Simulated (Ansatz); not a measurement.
# RuB2 (MoSi2 type): how the settings move a single-point run, part 2 of 2

Aim: see which settings change the result for RuB2 (MoSi2 type), by how much, and at what cost.

Ansatz 0.2.0; reference level DFT PBEsol, scalar-relativistic, plane waves, PAW. The steps go on from the part before.

## (5) Variant: scf.algorithm direct_min

The input, input.yaml:

```yaml
crystal:
  lattice:
    - [-1.3621455181, 1.3621455181, 3.4057907074]
    - [1.3621455181, -1.3621455181, 3.4057907074]
    - [1.3621455181, 1.3621455181, -3.4057907074]
  atoms:
    - { symbol: Ru, position: [0.0, 0.0, 0.0] }
    - { symbol: B, position: [0.3236448641, 0.3236448641, 0.0] }
    - { symbol: B, position: [0.6763551359, 0.6763551359, 0.0] }
basis:
  ecutwfc: 420
  ecutrho_ratio: 4
kpoints:
  mp_grid: { grid: [16, 16, 16] }
hamiltonian:
  xc: pbesol
scf:
  occupations: { method: gaussian, width: 0.05 }
  algorithm: direct_min
output:
  forces: true
  stress: true
```

The run is started by

```
ansatz run input.yaml --threads 4 --pin off --max-ram 4096MiB --backend cpu --events-out ev --progress --plain --runs-dir out
```

The log of the run:

```text
Warning: RAYON_NUM_THREADS=4 ignored (pool sized by the plan → 4); use --threads N
basis.fft_grid_basis auto: the FFT boxes are laid along the combinations [[1, 0, 1], [0, 1, 1], [0, 0, 1]] of the cell's own vectors, 2.724, 2.724 and 3.913 Å long. The dense box has 20×20×27 points. Along the cell's own vectors, as sized, it would have 27×27×27, 1.82 times as many. Of the 16 symmetry operations that the crystal satisfies within crystal.symmetry.tolerance (time reversal apart; of a slab, those that keep its plane) the dense box along the cell's own vectors carries 16, and the one as laid loses 12 of those. basis.fft_grid_basis: typed keeps the cell's own vectors: state it where this run's energies or levels are differenced outside the engine with another run's, or held beside a run that keeps those vectors.
Engine: ansatz 0.2.0, aarch64-unknown-linux-gnu
Pseudopotentials: kind: paw
Pseudopotential: Ru, paw, valence charge 16, recommended cutoff 420 eV (normal), Ru.paw.azcp
Pseudopotential: B, paw, valence charge 3, recommended cutoff 420 eV (normal), B.paw.azcp
Functional definition: PBEsol
  exchange = pbesol_x
  correlation = pbesol_c
Crystal: 3 atoms, lattice volume = 25.277 Å³
Basis set: ecut = 420 eV, 511 PW (Γ), FFT grids on a1+a3, a2+a3, a3, exchange–correlation on 40×40×54 points (8 copies of the dense FFT grid, shifted against one another)
Bands: 15, of which v1, the nominal top of the filled ones, is band 11 counted from 1 (10 counted from 0)
Symmetry: 16 space group operations
Space group: I4/mmm (ITA 139), of the structure as read, at distance tolerance 2.9e-5 Å
k-points: 349 of 4096
Non-local potential: Ru, projectors of the file, l = 0: 3, l = 1: 2, l = 2: 2, l = 3: 1
Non-local potential: B, projectors of the file, l = 0: 2, l = 1: 2, l = 2: 1
PAW form: soft (Blöchl's): semilocal exchange-correlation on the pseudo side does not see the compensation charge
PAW frozen core: Ru, regenerated for the run's functional, and the local potential with it (the file was generated under x = pbe(κ = 0.804, μ = 0.2195149727645171), c = pbe(β = 0.06672455060314922))
PAW frozen core: B, regenerated for the run's functional, and the local potential with it (the file was generated under x = pbe(κ = 0.804, μ = 0.2195149727645171), c = pbe(β = 0.06672455060314922))
PAW one-centre angular grid: Ru, 590 points (default); XC on 64 Gauss nodes
PAW one-centre angular grid: B, 110 points (default); XC on 64 Gauss nodes
Initial density: superposition of atomic densities (neutral atoms: chi_scale 0, normalization atom), corrected by the library's trained network
Initial wavefunctions: pseudopotential atomic-orbital guess
Functional: x = pbesol(κ = 0.804, μ = 0.12345679012345678), c = pbesol(β = 0.046)
SCF iter   1: F=—  HF=-6121.747969 eV  |F-HF|=—  |Δ(HF+E_count)|=         —  Δρ=7.25e-3  dr2=8.14e-3  ethr=1.77e-3  ⟨swp⟩=5.1  Hψ=20982  notcnv=0
preconditioner: auto → Kerker (q_TF=auto, 2.666 Å⁻¹)  [metal: Δε(μ)=0.036 eV  Ē_g=9.391 eV  σ=0.050 eV  W_gap=0.39  n_scr=10 (ndim 8)  ℏωp=27.6 eV  f_vac=0.000  D(μ)=0.30/eV (n_scr^D=0)]
iter 2 solved again at ethr=2.25e-6 eV; its pass at ethr=3.70e-5 eV (dr2=4.96e-4 eV) is discarded
SCF iter   2: F=—  HF=-6121.745335 eV  |F-HF|=—  |Δ(HF+E_count)|=   2.63e-3  Δρ=1.55e-3  dr2=4.97e-4  ethr=2.25e-6  ⟨swp⟩=2.1  Hψ=22693  notcnv=0  defer=4
SCF iter   3: F=—  HF=-6121.745102 eV  |F-HF|=—  |Δ(HF+E_count)|=   2.34e-4  Δρ=2.36e-4  dr2=1.67e-5  ethr=2.25e-6  ⟨swp⟩=2.1  Hψ=9160  notcnv=0  defer=3
SCF iter   4: F=—  HF=-6121.745095 eV  |F-HF|=—  |Δ(HF+E_count)|=   6.37e-6  Δρ=2.22e-5  dr2=1.04e-7  ethr=7.60e-8  ⟨swp⟩=2.3  Hψ=9224  notcnv=0  defer=1
SCF iter   5: F=-6121.745095 eV  HF=-6121.745095 eV  |F-HF|=3.55e-9  |Δ(HF+E_count)|=   1.48e-8  Δρ=5.80e-6  dr2=4.41e-9  ethr=4.73e-10  ⟨swp⟩=3.7  Hψ=13271  notcnv=0
the search or the solves at the SCF's close seem to have found levels that the self-consistency loop had missed (the run counts 4). By its estimate they hold under 1e-12 electrons; where the run keeps them, the occupations were computed again with them
SCF 1 converged in 5 iterations: F = -6121.745095 eV  dr2 = 4.41e-9
  Residual-converged pass: ⟨swp⟩=3.0  Hψ=10463  notcnv=0  max |occ|·‖R‖ = 6.6e-6 eV (tolerance 6.7e-6 eV)  dr2=4.20e-9  dr2_onsite=3.84e-10  max |Δocc| = 5.6e-10
SCF converged after 5 iterations
Stability not checked: this state was not tested for a lower state beside it, because a direct minimisation reached the state, and no test of it is asked (direct_minimisation; see scf.lower_state_search)
Free energy (F): -6121.745095 eV
Harris-Foulkes:  -6121.745095 eV  (|F-HF|=3.55e-9)
Internal energy: -6121.744720 eV  (E = F + TS)
E sigma→0 (E₀):  -6121.744907 eV
Entropy (-TS):   -0.000376 eV (-0.125 meV/atom)
Fermi energy:    18.795057 eV
--- Per-component energies (eV) ---
  E_band       = -61.831907
  E_kinetic    = 610.323593
  E_local      = -1620.307003  (includes V_loc(G=0)·N_el)
  E_nonlocal   = 366.580196
  E_hartree    = 562.659095
  E_xc         = -254.882322
  E_vxc        = -316.899642  (∫ρ·V_xc dr)
  E_paw        = -3549.732173  (= ΣΔE_a)
  E_vpaw       = -226.844820  (= ΣTr[D̂ρ^β])
  E_aug_tail   = -0.000192  (compensation charges beyond the density's cutoff)
  E_ewald      = -2236.668631
  E_core_change = 0.282718  (= ΣΔE_core)
  E_smearing   = -0.000376  (= −TS)
  E_closure    = -0.000000  (closes the sum)
  Σ components = -6121.745095   (vs F -6121.745095, Δ=0.00e0)
--- Forces (eV/Å), atoms counted from 1 ---
  atom   1  Ru     0.00000000     0.00000000     0.00000000
  atom   2  B     -0.00000000     0.00000000    -0.00070944
  atom   3  B      0.00000000     0.00000000     0.00070944
  max |Σ_I F_I| component: 8.33e-17 eV/Å
--- Stress (GPa, compression-positive) ---
       -0.035137       0.000000      -0.000000
        0.000000      -0.035137       0.000000
        0.000000       0.000000       0.009887
  P = ⅓ Tr σ = -0.0201 GPa (-0.201 kbar)
--- Band table (eV; the first three rows and the last of 349) ---
  k-point 0: bands = ["-54.2926", "-24.3486", "-24.1188", "-24.1188", "5.0136", "11.3064", "13.7939", "15.3067", "15.3067", "17.0150", "18.6187", "24.0569", "24.5775", "24.5775", "25.1734"]
  k-point 1: bands = ["-54.2886", "-24.3445", "-24.1390", "-24.1365", "5.1653", "11.4560", "13.9069", "14.9837", "15.0462", "17.4258", "18.2601", "23.6582", "23.8725", "24.2994", "25.1795"]
  k-point 2: bands = ["-54.2772", "-24.3331", "-24.1954", "-24.1869", "5.6097", "11.8674", "14.2436", "14.3718", "14.4666", "17.3156", "18.1065", "23.0913", "23.3084", "23.8513", "25.1549"]
  k-point 348: bands = ["-54.2914", "-24.3862", "-24.1226", "-24.1226", "7.5094", "8.6226", "13.5563", "15.8092", "17.3209", "17.3209", "18.6716", "19.2731", "19.2731", "23.6969", "27.9333"]
```

Wall time 9.9 s (4 threads of Arm Neoverse N1, shared host); peak memory 0.59 GiB.

The changed solver doesn't alter the result here (within 0.5 meV/atom).

## (6) Changed: symmetry.detect false, mp_grid.grid [11, 11, 11]

The input, input.yaml:

```yaml
crystal:
  lattice:
    - [-1.3621455181, 1.3621455181, 3.4057907074]
    - [1.3621455181, -1.3621455181, 3.4057907074]
    - [1.3621455181, 1.3621455181, -3.4057907074]
  atoms:
    - { symbol: Ru, position: [0.0, 0.0, 0.0] }
    - { symbol: B, position: [0.3236448641, 0.3236448641, 0.0] }
    - { symbol: B, position: [0.6763551359, 0.6763551359, 0.0] }
  symmetry: { detect: false }
basis:
  ecutwfc: 420
  ecutrho_ratio: 4
kpoints:
  mp_grid: { grid: [11, 11, 11] }
hamiltonian:
  xc: pbesol
scf:
  occupations: { method: gaussian, width: 0.05 }
output:
  forces: true
  stress: true
```

The run is started by

```
ansatz run input.yaml --threads 4 --pin off --max-ram 4096MiB --backend cpu --events-out ev --progress --plain --runs-dir out
```

The log of the run:

```text
Warning: RAYON_NUM_THREADS=4 ignored (pool sized by the plan → 4); use --threads N
basis.fft_grid_basis auto: the FFT boxes are laid along the combinations [[1, 0, 1], [0, 1, 1], [0, 0, 1]] of the cell's own vectors, 2.724, 2.724 and 3.913 Å long. The dense box has 20×20×27 points. Along the cell's own vectors, as sized, it would have 27×27×27, 1.82 times as many. Of the 16 symmetry operations that the crystal satisfies within crystal.symmetry.tolerance (time reversal apart; of a slab, those that keep its plane) the dense box along the cell's own vectors carries 16, and the one as laid loses 12 of those. basis.fft_grid_basis: typed keeps the cell's own vectors: state it where this run's energies or levels are differenced outside the engine with another run's, or held beside a run that keeps those vectors.
Engine: ansatz 0.2.0, aarch64-unknown-linux-gnu
Pseudopotentials: kind: paw
Pseudopotential: Ru, paw, valence charge 16, recommended cutoff 420 eV (normal), Ru.paw.azcp
Pseudopotential: B, paw, valence charge 3, recommended cutoff 420 eV (normal), B.paw.azcp
Functional definition: PBEsol
  exchange = pbesol_x
  correlation = pbesol_c
Crystal: 3 atoms, lattice volume = 25.277 Å³
Basis set: ecut = 420 eV, 511 PW (Γ), FFT grids on a1+a3, a2+a3, a3, exchange–correlation on 40×40×54 points (8 copies of the dense FFT grid, shifted against one another)
Bands: 15, of which v1, the nominal top of the filled ones, is band 11 counted from 1 (10 counted from 0)
Symmetry: 1 space group operations
k-points: 666 of 1331 (time reversal used)
Non-local potential: Ru, projectors of the file, l = 0: 3, l = 1: 2, l = 2: 2, l = 3: 1
Non-local potential: B, projectors of the file, l = 0: 2, l = 1: 2, l = 2: 1
PAW form: soft (Blöchl's): semilocal exchange-correlation on the pseudo side does not see the compensation charge
PAW frozen core: Ru, regenerated for the run's functional, and the local potential with it (the file was generated under x = pbe(κ = 0.804, μ = 0.2195149727645171), c = pbe(β = 0.06672455060314922))
PAW frozen core: B, regenerated for the run's functional, and the local potential with it (the file was generated under x = pbe(κ = 0.804, μ = 0.2195149727645171), c = pbe(β = 0.06672455060314922))
PAW one-centre angular grid: Ru, 590 points (default); XC on 64 Gauss nodes
PAW one-centre angular grid: B, 110 points (default); XC on 64 Gauss nodes
Initial density: superposition of atomic densities (neutral atoms: chi_scale 0, normalization atom), corrected by the library's trained network
Initial wavefunctions: pseudopotential atomic-orbital guess
Functional: x = pbesol(κ = 0.804, μ = 0.12345679012345678), c = pbesol(β = 0.046)
SCF iter   1: F=—  HF=-6121.748451 eV  |F-HF|=—  |Δ(HF+E_count)|=         —  Δρ=7.24e-3  dr2=8.14e-3  ethr=1.77e-3  ⟨swp⟩=5.3  Hψ=47963  notcnv=0
preconditioner: auto → Kerker (q_TF=auto, 2.666 Å⁻¹)  [metal: Δε(μ)=0.013 eV  Ē_g=9.392 eV  σ=0.050 eV  W_gap=0.15  n_scr=10 (ndim 8)  ℏωp=27.6 eV  f_vac=0.000  D(μ)=0.47/eV (n_scr^D=0)]
SCF iter   2: F=—  HF=-6121.746648 eV  |F-HF|=—  |Δ(HF+E_count)|=   1.80e-3  Δρ=4.18e-3  dr2=2.69e-3  ethr=3.70e-5  ⟨swp⟩=2.0  Hψ=16153  notcnv=0
SCF iter   3: F=—  HF=-6121.745700 eV  |F-HF|=—  |Δ(HF+E_count)|=   9.47e-4  Δρ=8.23e-4  dr2=2.11e-4  ethr=1.22e-5  ⟨swp⟩=2.8  Hψ=16897  notcnv=0
SCF iter   4: F=—  HF=-6121.745665 eV  |F-HF|=—  |Δ(HF+E_count)|=   3.54e-5  Δρ=2.16e-4  dr2=6.79e-6  ethr=9.57e-7  ⟨swp⟩=2.5  Hψ=13778  notcnv=0
SCF iter   5: F=—  HF=-6121.745661 eV  |F-HF|=—  |Δ(HF+E_count)|=   3.74e-6  Δρ=5.39e-5  dr2=5.37e-7  ethr=3.09e-8  ⟨swp⟩=2.3  Hψ=15670  notcnv=0
SCF iter   6: F=—  HF=-6121.745661 eV  |F-HF|=—  |Δ(HF+E_count)|=   1.14e-7  Δρ=1.92e-5  dr2=1.36e-7  ethr=4.55e-10  ⟨swp⟩=4.3  Hψ=34868  notcnv=0
SCF iter   7: F=-6121.745661 eV  HF=-6121.745661 eV  |F-HF|=6.82e-9  |Δ(HF+E_count)|=   2.30e-8  Δρ=4.68e-6  dr2=9.14e-9  ethr=4.55e-10  ⟨swp⟩=4.0  Hψ=30232  notcnv=0
SCF 1 converged in 7 iterations: F = -6121.745661 eV  dr2 = 9.14e-9
SCF converged after 7 iterations
Free energy (F): -6121.745661 eV
Harris-Foulkes:  -6121.745661 eV  (|F-HF|=6.82e-9)
Internal energy: -6121.745072 eV  (E = F + TS)
E sigma→0 (E₀):  -6121.745366 eV
Entropy (-TS):   -0.000589 eV (-0.196 meV/atom)
Fermi energy:    18.760507 eV
--- Per-component energies (eV) ---
  E_band       = -61.831745
  E_kinetic    = 610.324059
  E_local      = -1620.301815  (includes V_loc(G=0)·N_el)
  E_nonlocal   = 366.578426
  E_hartree    = 562.654891
  E_xc         = -254.882397
  E_vxc        = -316.899754  (∫ρ·V_xc dr)
  E_paw        = -3549.732130  (= ΣΔE_a)
  E_vpaw       = -226.845902  (= ΣTr[D̂ρ^β])
  E_aug_tail   = -0.000192  (compensation charges beyond the density's cutoff)
  E_ewald      = -2236.668631
  E_core_change = 0.282718  (= ΣΔE_core)
  E_smearing   = -0.000589  (= −TS)
  E_closure    = 0.000000  (closes the sum)
  Σ components = -6121.745661   (vs F -6121.745661, Δ=0.00e0)
--- Forces (eV/Å), atoms counted from 1 ---
  atom   1  Ru    -0.00000003    -0.00000001    -0.00000003
  atom   2  B     -0.00000001    -0.00000001    -0.00664768
  atom   3  B     -0.00000000     0.00000001     0.00664769
  max |Σ_I F_I| component: 3.86e-8 eV/Å
--- Stress (GPa, compression-positive) ---
       -0.094129      -0.000000      -0.000000
       -0.000000      -0.094128       0.000000
       -0.000000       0.000000       0.079554
  P = ⅓ Tr σ = -0.0362 GPa (-0.362 kbar)
```

Wall time 11 s (4 threads of Arm Neoverse N1, shared host); peak memory 0.55 GiB.

Changing the use of symmetry and k-point mesh leaves the energy as it was (-0.2 meV/atom).

## (7) Changing settings: dr2_threshold 1.0e-11, chi_scale 0.0

The input, input.yaml:

```yaml
crystal:
  lattice:
    - [-1.3621455181, 1.3621455181, 3.4057907074]
    - [1.3621455181, -1.3621455181, 3.4057907074]
    - [1.3621455181, 1.3621455181, -3.4057907074]
  atoms:
    - { symbol: Ru, position: [0.0, 0.0, 0.0] }
    - { symbol: B, position: [0.3236448641, 0.3236448641, 0.0] }
    - { symbol: B, position: [0.6763551359, 0.6763551359, 0.0] }
basis:
  ecutwfc: 420
  ecutrho_ratio: 4
kpoints:
  mp_grid: { grid: [16, 16, 16] }
hamiltonian:
  xc: pbesol
scf:
  occupations: { method: gaussian, width: 0.05 }
  convergence: { dr2_threshold: 1.0e-11 }
  initial_density: { chi_scale: 0.0 }
output:
  forces: true
  stress: true
  write_density: true
  write_potential: true
  elf: true
  volumetric_format: npy
```

The run is started by

```
ansatz run input.yaml --threads 4 --pin off --max-ram 4096MiB --backend cpu --events-out ev --progress --plain --runs-dir out
```

The log of the run:

```text
Warning: RAYON_NUM_THREADS=4 ignored (pool sized by the plan → 4); use --threads N
Engine: ansatz 0.2.0, aarch64-unknown-linux-gnu
Pseudopotentials: kind: paw
Pseudopotential: Ru, paw, valence charge 16, recommended cutoff 420 eV (normal), Ru.paw.azcp
Pseudopotential: B, paw, valence charge 3, recommended cutoff 420 eV (normal), B.paw.azcp
Functional definition: PBEsol
  exchange = pbesol_x
  correlation = pbesol_c
Crystal: 3 atoms, lattice volume = 25.277 Å³
Basis set: ecut = 420 eV, 511 PW (Γ), exchange–correlation on 54×54×54 points (8 copies of the dense FFT grid, shifted against one another)
Bands: 15, of which v1, the nominal top of the filled ones, is band 11 counted from 1 (10 counted from 0)
Symmetry: 16 space group operations
Space group: I4/mmm (ITA 139), of the structure as read, at distance tolerance 2.9e-5 Å
k-points: 349 of 4096
Non-local potential: Ru, projectors of the file, l = 0: 3, l = 1: 2, l = 2: 2, l = 3: 1
Non-local potential: B, projectors of the file, l = 0: 2, l = 1: 2, l = 2: 1
PAW form: soft (Blöchl's): semilocal exchange-correlation on the pseudo side does not see the compensation charge
PAW frozen core: Ru, regenerated for the run's functional, and the local potential with it (the file was generated under x = pbe(κ = 0.804, μ = 0.2195149727645171), c = pbe(β = 0.06672455060314922))
PAW frozen core: B, regenerated for the run's functional, and the local potential with it (the file was generated under x = pbe(κ = 0.804, μ = 0.2195149727645171), c = pbe(β = 0.06672455060314922))
PAW one-centre angular grid: Ru, 590 points (default); XC on 64 Gauss nodes
PAW one-centre angular grid: B, 110 points (default); XC on 64 Gauss nodes
Initial density: superposition of atomic densities (chi_scale 0, normalization cell)
Initial wavefunctions: pseudopotential atomic-orbital guess
Functional: x = pbesol(κ = 0.804, μ = 0.12345679012345678), c = pbesol(β = 0.046)
SCF iter   1: F=—  HF=-6123.919509 eV  |F-HF|=—  |Δ(HF+E_count)|=         —  Δρ=1.77e-1  dr2=1.16e1  ethr=3.10e-3  ⟨swp⟩=5.3  Hψ=24250  notcnv=0
preconditioner: auto → Kerker (q_TF=auto, 2.666 Å⁻¹)  [metal: Δε(μ)=0.049 eV  Ē_g=9.490 eV  σ=0.050 eV  W_gap=0.45  n_scr=10 (ndim 8)  ℏωp=27.6 eV  f_vac=0.000  D(μ)=0.39/eV (n_scr^D=0)]
SCF iter   2: F=—  HF=-6121.733205 eV  |F-HF|=—  |Δ(HF+E_count)|=    2.19e0  Δρ=3.57e-2  dr2=1.09e-1  ethr=3.10e-3  ⟨swp⟩=2.7  Hψ=13494  notcnv=0  defer=19
SCF iter   3: F=—  HF=-6121.744003 eV  |F-HF|=—  |Δ(HF+E_count)|=   1.08e-2  Δρ=2.09e-2  dr2=4.02e-2  ethr=4.96e-4  ⟨swp⟩=1.9  Hψ=8404  notcnv=0  defer=5
SCF iter   4: F=—  HF=-6121.745221 eV  |F-HF|=—  |Δ(HF+E_count)|=   1.22e-3  Δρ=1.95e-3  dr2=7.99e-4  ethr=1.83e-4  ⟨swp⟩=3.0  Hψ=9849  notcnv=0  defer=5
SCF iter   5: F=—  HF=-6121.745103 eV  |F-HF|=—  |Δ(HF+E_count)|=   1.18e-4  Δρ=3.61e-4  dr2=3.84e-5  ethr=3.63e-6  ⟨swp⟩=2.1  Hψ=8985  notcnv=0  defer=5
SCF iter   6: F=—  HF=-6121.745094 eV  |F-HF|=—  |Δ(HF+E_count)|=   9.07e-6  Δρ=3.41e-5  dr2=1.52e-7  ethr=1.75e-7  ⟨swp⟩=2.4  Hψ=6978  notcnv=0  defer=5
SCF iter   7: F=—  HF=-6121.745095 eV  |F-HF|=—  |Δ(HF+E_count)|=   1.31e-6  Δρ=6.54e-6  dr2=9.46e-9  ethr=6.90e-10  ⟨swp⟩=2.2  Hψ=8483  notcnv=0  defer=5
SCF iter   8: F=—  HF=-6121.745095 eV  |F-HF|=—  |Δ(HF+E_count)|=   1.74e-9  Δρ=1.22e-6  dr2=4.54e-10  ethr=4.30e-11  ⟨swp⟩=1.9  Hψ=6850  notcnv=0  defer=5
SCF iter   9: F=-6121.745095 eV  HF=-6121.745095 eV  |F-HF|=4.55e-12  |Δ(HF+E_count)|=  1.03e-10  Δρ=1.43e-7  dr2=5.74e-12  ethr=1.00e-12  ⟨swp⟩=4.3  Hψ=25509  notcnv=0
SCF 1 converged in 9 iterations: F = -6121.745095 eV  dr2 = 5.74e-12
SCF converged after 9 iterations
Free energy (F): -6121.745095 eV
Harris-Foulkes:  -6121.745095 eV  (|F-HF|=4.55e-12)
Internal energy: -6121.744720 eV  (E = F + TS)
E sigma→0 (E₀):  -6121.744907 eV
Entropy (-TS):   -0.000376 eV (-0.125 meV/atom)
Fermi energy:    18.795081 eV
--- Per-component energies (eV) ---
  E_band       = -61.831215
  E_kinetic    = 610.323248
  E_local      = -1620.304553  (includes V_loc(G=0)·N_el)
  E_nonlocal   = 366.579183
  E_hartree    = 562.657631
  E_xc         = -254.882369
  E_vxc        = -316.899706  (∫ρ·V_xc dr)
  E_paw        = -3549.731754  (= ΣΔE_a)
  E_vpaw       = -226.844445  (= ΣTr[D̂ρ^β])
  E_aug_tail   = -0.000192  (compensation charges beyond the density's cutoff)
  E_ewald      = -2236.668631
  E_core_change = 0.282718  (= ΣΔE_core)
  E_smearing   = -0.000376  (= −TS)
  E_closure    = -0.000000  (closes the sum)
  Σ components = -6121.745095   (vs F -6121.745095, Δ=0.00e0)
--- Forces (eV/Å), atoms counted from 1 ---
  atom   1  Ru     0.00000000     0.00000000    -0.00000000
  atom   2  B      0.00000000    -0.00000000    -0.00069690
  atom   3  B      0.00000000    -0.00000000     0.00069690
  max |Σ_I F_I| component: 5.55e-17 eV/Å
--- Stress (GPa, compression-positive) ---
       -0.034735      -0.000000      -0.000000
       -0.000000      -0.034735       0.000000
       -0.000000       0.000000       0.010263
  P = ⅓ Tr σ = -0.0197 GPa (-0.197 kbar)
--- Band table (eV; the first three rows and the last of 349) ---
  k-point 0: bands = ["-54.2925", "-24.3485", "-24.1187", "-24.1187", "5.0136", "11.3064", "13.7939", "15.3067", "15.3067", "17.0150", "18.6188", "24.0569", "24.5776", "24.5776", "25.1734"]
  k-point 1: bands = ["-54.2885", "-24.3445", "-24.1389", "-24.1364", "5.1653", "11.4560", "13.9069", "14.9837", "15.0462", "17.4258", "18.2601", "23.6582", "23.8726", "24.2994", "25.1795"]
  k-point 2: bands = ["-54.2771", "-24.3330", "-24.1954", "-24.1868", "5.6097", "11.8674", "14.2437", "14.3718", "14.4666", "17.3156", "18.1065", "23.0913", "23.3084", "23.8514", "25.1549"]
  k-point 348: bands = ["-54.2914", "-24.3862", "-24.1225", "-24.1225", "7.5094", "8.6226", "13.5563", "15.8092", "17.3210", "17.3210", "18.6717", "19.2732", "19.2732", "23.6969", "27.9334"]
```

It took 6.4 s on 4 threads of Arm Neoverse N1, shared host; peak memory 0.4 GiB.

Same state: the changed convergence setting and start leaves the energy within 0.5 meV/atom.

## (8) All runs together

This closing draws on all 2 parts.

```tsv
run	ending	energy change	pressure (GPa)	gap (eV)	force (eV/Å)	cycles	time
reference	converged	0	0.0	0.00	0.00	6	18 s
1: hubbard.sites [{species: Ru, l: d, u_eff: 1.0}], hubbard.double_counting fll, lower_state_search off	converged	+336.8 meV/atom (U changed: no physical gain or loss)	-0.2	0.00	0.02	7	6.5 s
2: mixing.algorithm broyden, mixing.beta 0.9, mixing.ndim 8	converged	0.0 meV/atom	0.0	0.00	0.00	6	3.2 s
3: scf.algorithm direct_min	converged	0.0 meV/atom	0.0	0.00	0.00	5	9.9 s
4: symmetry.detect false, mp_grid.grid [11, 11, 11]	converged	-0.2 meV/atom	0.0	0.00	0.01	7	11 s
5: dr2_threshold 1.0e-11, chi_scale 0.0	converged	0.0 meV/atom	0.0	0.00	0.00	9	6.4 s
```

Times don't compare one to one where runs were asked for different outputs or read a saved state (see the inputs); cycles may leave out searches for a lower state.

Residual by cycle in the longest SCF loop of each run; runs are numbered as in the table. The quantity is the density residual dr2, in eV.

```tsv
cycle	reference	run 1	run 2	run 3	run 4	run 5
1	0.0082	12	0.00814	0.00814	0.00814	11.6
2	0.00316	0.113	9.3e-4	5.0e-4	0.00269	0.109
3	2.6e-5	0.0436	3.8e-4	1.7e-5	2.1e-4	0.0402
4	2.2e-6	0.00104	2.2e-6	1.0e-7	6.8e-6	8.0e-4
5	4.5e-8	4.9e-5	1.1e-7	4.4e-9	5.4e-7	3.8e-5
6	2.9e-9	3.8e-7	2.6e-8	-	1.4e-7	1.5e-7
7	-	1.2e-8	-	-	9.1e-9	9.5e-9
8	-	-	-	-	-	4.5e-10
9	-	-	-	-	-	5.7e-12
```

Of the converged runs whose energies compare with the reference's, «symmetry.detect false, mp_grid.grid [11, 11, 11]» moves the energy most (-0.2 meV/atom). A changed U is a change of model: its shifts are not errors of convergence. The reference has no spin polarisation; with Ru present, a magnetic state may lie lower.
